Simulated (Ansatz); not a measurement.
# InH₄− (singlet): from Hartree-Fock to the top rungs at a displaced geometry (v2), def2-SVPD

Aim: climb from Hartree-Fock through coupled cluster and multireference methods for InH₄− (singlet) at one geometry and basis, and see what each rung misses.

Computed with Ansatz 0.2.0, Gaussian basis. Level: def2-SVPD, core rule «outside noble gas», up to 9 orbitals frozen.

To be run: UHF; CCSD(T) on RHF; BCCD(T) on RHF; CISD; CCSDT(Q) on RHF; CASSCF and MRCISD+Q, 8 electrons in 8 orbitals; CASSCF and NEVPT2, 8 electrons in 8 orbitals.

17 further runs of the same task are left out: 2 for a known fault of the program, 6 that didn't finish, 9 set aside as unsound or not needed.

## (1) What is computed

The geometry is a PBE0/def2-TZVPD stationary point (not a proven minimum) with its atoms shifted at random (size 0.100 Å). No spin-orbit coupling is included. Elements past krypton take def2 core potentials.

5 atoms, charge -1, spin multiplicity 1.

Atoms are counted from 1 here; the program's logs count them from 0.

Bond lengths: In1–H2 1.708 Å, In1–H3 1.853 Å, In1–H4 1.731 Å, In1–H5 1.834 Å. Angles: H2–In1–H3 108.2°, H2–In1–H4 109.0°, H2–In1–H5 119.3°, H3–In1–H4 106.1°, H3–In1–H5 107.0°, H4–In1–H5 106.6°.

## (2) UHF

Input file in.yaml:

```yaml
crystal:
  periodic: [false, false, false]
  atoms:
    - {symbol: In, position_ang: [0.003108, 0.001641, 0.000378]}
    - {symbol: H, position_ang: [0.869034, 1.040814, 1.042772]}
    - {symbol: H, position_ang: [-1.115946, -1.053209, 1.034592]}
    - {symbol: H, position_ang: [-1.032837, 0.953121, -1.008794]}
    - {symbol: H, position_ang: [0.925704, -1.127612, -1.111677]}
basis:
  gaussian: {orbitals: def2-SVPD}
total_charge: -1
magnetization: {spin_polarized: true, initial_magnetization: 0}
hamiltonian: {xc: hf}
output: {orbitals: {seedname: orbitals}}
```

Run with:

```bash
$ ansatz run in.yaml --threads 1 --pin off --events-out ev --progress --plain --max-ram 2393MiB
```

Further steps of the session: CCSD(T) on RHF; BCCD(T) on RHF; CISD; CCSDT(Q) on RHF; CASSCF and MRCISD+Q, 8 electrons in 8 orbitals; CASSCF and NEVPT2, 8 electrons in 8 orbitals.

Before running them: what should the planned runs give, taken together? Wanted: RCCSDT(Q) below the RHF energy; RMP2 from RCCSDT(Q); RCCSD from RCCSDT(Q); RCCSD(T) from RCCSDT(Q); NEVPT2 valence from RCCSDT(Q); MRCISD+Q valence from RCCSDT(Q); T1 diagnostic; effectively unpaired electrons.

The runs gave:

```
                         quantity                                        value
   RCCSDT(Q) below the RHF energy                                   -3.7563 eV
              RMP2 from RCCSDT(Q)                              +21.19 kcal/mol
             RCCSD from RCCSDT(Q)                               +1.81 kcal/mol
          RCCSD(T) from RCCSDT(Q)                               +0.43 kcal/mol
    NEVPT2 valence from RCCSDT(Q)                              +17.47 kcal/mol
  MRCISD+Q valence from RCCSDT(Q)                               -0.79 kcal/mol
levels within 1 kcal/mol (43 meV)  RCCSD(T), BCCD(T), RCCSDT, MRCISD+Q valence
                    T1 diagnostic                                        0.010
   effectively unpaired electrons                                         0.02
```

RCCSD(T) lands +0.43 kcal/mol from the yardstick (0.5 % of the correlation energy). One determinant dominates. Of the multireference levels listed MRCISD+Q valence comes nearest in total energy (-0.79 kcal/mol), which doesn't show that its space is the better one. These misses are within one basis, not against nature.
